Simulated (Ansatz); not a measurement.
# ClGeH3O2: the cost of one run

Method: RKS B3LYP/def2-SVP, in Ansatz 0.2.0.

## Step 1: The structure to begin with

Bond lengths: Ge1–H2 1.750 Å, Ge1–O3 1.970 Å, O3–H4 1.010 Å, Ge1–Cl5 2.218 Å, Ge1–O6 1.769 Å, O6–H7 1.010 Å. Angles: H2–Ge1–O3 43.1°, H2–Ge1–Cl5 122.1°, H2–Ge1–O6 122.1°, O3–Ge1–Cl5 122.8°, O3–Ge1–O6 122.8°, Cl5–Ge1–O6 109.5°, Ge1–O3–H4 105.8°, Ge1–O6–H7 109.5°.

Coordinates:

```xyz
7

Ge    0.0000    0.0000    0.0000
H     0.9237    0.0000    1.4863
O     1.9022    0.0000    0.5126
H     2.2186   -0.9521    0.3959
Cl   -1.0456    1.8115   -0.7393
O    -0.8337   -1.4443   -0.5894
H    -1.2883   -1.9100    0.1830
```

## Step 2: A restrained relaxation towards end A

Springs on the bonds that form and break draw the guess towards this end; the thresholds are loose.

The input, input.yaml:

```yaml
crystal:
  periodic: [false, false, false]
  atoms:
    - { symbol: Ge, position_ang: [0.0, 0.0, 0.0] }
    - { symbol: H, position_ang: [0.9237, 0.0, 1.4863] }
    - { symbol: O, position_ang: [1.9022, 0.0, 0.5126] }
    - { symbol: H, position_ang: [2.2186, -0.9521, 0.3959] }
    - { symbol: Cl, position_ang: [-1.0456, 1.8115, -0.7393] }
    - { symbol: O, position_ang: [-0.8337, -1.4443, -0.5894] }
    - { symbol: H, position_ang: [-1.2883, -1.91, 0.183] }
basis:
  gaussian: { orbitals: def2-SVP }
hamiltonian:
  xc: b3lyp
relax:
  f_tol: 0.15
  max_steps: 25
  restrain:
    - { distance: [1, 2], at: 2.21, k: 30.0 }
    - { distance: [0, 1], at: 1.55, k: 30.0 }
    - { distance: [0, 2], at: 1.77, k: 30.0 }
```

On the command line:

```console
ansatz run input.yaml --threads 2 --pin off --max-ram 3072MiB --backend cpu --events-out ev --progress --plain --runs-dir out
```

What time and memory should one allow on 2 threads of Arm Neoverse V2, shared host?

About 26 s, with a peak of 0.2 GiB.
